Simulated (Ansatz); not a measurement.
This script drives the Python package of Ansatz (0.2.0).

Input file `alfe3_alfe3_fm_3m.cif`:
```cif
data_AlFe3
_cell_length_a 4.083036
_cell_length_b 4.083036
_cell_length_c 4.083036
_cell_angle_alpha 60.00000
_cell_angle_beta 60.00000
_cell_angle_gamma 60.00000
_symmetry_space_group_name_H-M 'P 1'
_symmetry_Int_Tables_number 1
loop_
_symmetry_equiv_pos_as_xyz
'x, y, z'
loop_
_atom_site_label
_atom_site_type_symbol
_atom_site_fract_x
_atom_site_fract_y
_atom_site_fract_z
Al1 Al    0.000000    0.000000    0.000000
Fe2 Fe    0.500000    0.500000    0.500000
Fe3 Fe    0.250000    0.250000    0.250000
Fe4 Fe    0.750000    0.750000    0.750000
```

The script reads `alfe3_alfe_pm_3m.cif`:
```cif
data_AlFe
_cell_length_a 2.910000
_cell_length_b 2.910000
_cell_length_c 2.910000
_cell_angle_alpha 90.00000
_cell_angle_beta 90.00000
_cell_angle_gamma 90.00000
_symmetry_space_group_name_H-M 'P 1'
_symmetry_Int_Tables_number 1
loop_
_symmetry_equiv_pos_as_xyz
'x, y, z'
loop_
_atom_site_label
_atom_site_type_symbol
_atom_site_fract_x
_atom_site_fract_y
_atom_site_fract_z
Al1 Al    0.000000    0.000000    0.000000
Fe2 Fe    0.500000    0.500000    0.500000
```

The script reads `alfe3_al.cif`:
```cif
data_Al
_cell_length_a 2.863507
_cell_length_b 2.863507
_cell_length_c 2.863507
_cell_angle_alpha 60.00000
_cell_angle_beta 60.00000
_cell_angle_gamma 60.00000
_symmetry_space_group_name_H-M 'P 1'
_symmetry_Int_Tables_number 1
loop_
_symmetry_equiv_pos_as_xyz
'x, y, z'
loop_
_atom_site_label
_atom_site_type_symbol
_atom_site_fract_x
_atom_site_fract_y
_atom_site_fract_z
Al1 Al    0.000000    0.000000    0.000000
```

Input file `alfe3_fe.vasp`:
```text
Fe
1.0
  -1.44300000    1.44300000    1.44300000
   1.44300000   -1.44300000    1.44300000
   1.44300000    1.44300000   -1.44300000
Fe
1
Direct
   0.00000000    0.00000000    0.00000000
```

`hull_alfe3.py`
```python
'''Convex hull of a few Al-Fe phases, after relaxing atoms and volume at fixed cell shape.'''

from collections import Counter
import warnings

import ansatz
from ase.io import read
import numpy as np

POLARISED = {'AlFe3 Fm-3m', 'AlFe Pm-3m', 'Fe'}


def ground_state(name, crystal):
    calc = (
        crystal.calculation()
        .functional('LDA')
        .basis(500)
        .kpoints(spacing=0.27)
        .occupations('fermi_dirac', width=0.05)  # fractional filling near the Fermi level
    )
    if name in POLARISED:
        calc = calc.spin('collinear')
    calc = calc.relax(force_tolerance=0.02, max_steps=60, fix_cell=['shape'])
    return calc.run(threads=1, pin='off')


def counts(outcome):
    return Counter(site.symbol for site in outcome.lattice.sites)

def formation_energy(outcome, mu):
    n = counts(outcome)
    return (outcome.report['energy_sigma0_ev'] - sum(k * mu[element] for element, k in n.items())) / sum(n.values())

warnings.simplefilter('ignore', ansatz.DeckWarning)

phases = {}
atoms = read('alfe3_alfe3_fm_3m.cif')
alfe3_fm_3m = ansatz.Crystal.from_ase(atoms).moments(Fe=3.5)
phases['AlFe3 Fm-3m'] = alfe3_fm_3m
atoms = read('alfe3_alfe_pm_3m.cif')
alfe_pm_3m = ansatz.Crystal.from_ase(atoms).moments(Fe=3.5)
phases['AlFe Pm-3m'] = alfe_pm_3m
atoms = read('alfe3_al.cif')
al = ansatz.Crystal.from_ase(atoms)
phases['Al'] = al
atoms = read('alfe3_fe.vasp', format='vasp')
fe = ansatz.Crystal.from_ase(atoms).moments(Fe=3.5)
phases['Fe'] = fe

done = {name: ground_state(name, crystal) for name, crystal in phases.items()}

# chemical potentials of the elements at zero temperature
references = {'Al': 'Al', 'Fe': 'Fe'}
mu = {element: done[name].report['energy_sigma0_ev'] / len(done[name].lattice.sites) for element, name in references.items()}
points = sorted((counts(o)['Fe'] / len(o.lattice.sites), formation_energy(o, mu), name) for name, o in done.items())

# walk in x and drop points that lie above the chord
hull = []
for x, e, _ in points:
    while len(hull) > 1 and (hull[-1][0] - hull[-2][0]) * (e - hull[-2][1]) - (hull[-1][1] - hull[-2][1]) * (x - hull[-2][0]) <= 0:
        hull.pop()
    hull.append((x, e))
rows = [(name, x, e, e - np.interp(x, *zip(*hull))) for x, e, name in points]
print('| phase | x(Fe) | E_form (eV/atom) | above hull (eV/atom) |')
print('| --- | --- | --- | --- |')
for row in rows:
    print(f'| {row[0]} | {row[1]:.3f} | {row[2]:.4f} | {row[3]:.4f} |')
print('on the hull of these phases:', ', '.join(row[0] for row in rows if row[3] < 1e-6))
```

It is started by `python hull_alfe3.py`. Estimate its wall time and peak memory on 1 thread of Arm Neoverse V2, on a shared host.

It took about 58 s, with a peak of 0.5 GiB, for 4 runs of the engine.

Running `python hull_alfe3.py` prints:
```text
| phase | x(Fe) | E_form (eV/atom) | above hull (eV/atom) |
| --- | --- | --- | --- |
| Al | 0.000 | 0.0000 | 0.0000 |
| AlFe Pm-3m | 0.500 | -0.4287 | 0.0000 |
| AlFe3 Fm-3m | 0.750 | -0.2152 | 0.0000 |
| Fe | 1.000 | 0.0000 | 0.0000 |
on the hull of these phases: Al, AlFe Pm-3m, AlFe3 Fm-3m, Fe
```

Caveats:
- The magnetic order follows from the starting moments and needn't be the lowest.
- For the metals among these phases the mesh is modest: differences between phases can be off by up to 40 meV an atom.
- Atoms and volume are relaxed with the cell's shape held, which in cells of lower than cubic symmetry can hide stresses and shift volumes.
- The cells come from databases of deposited and of computed structures, and not all need be stable phases.
- Differences under about 40 meV an atom lie within the error of mesh and functional, so such verdicts may flip; only the cells listed enter the hull.
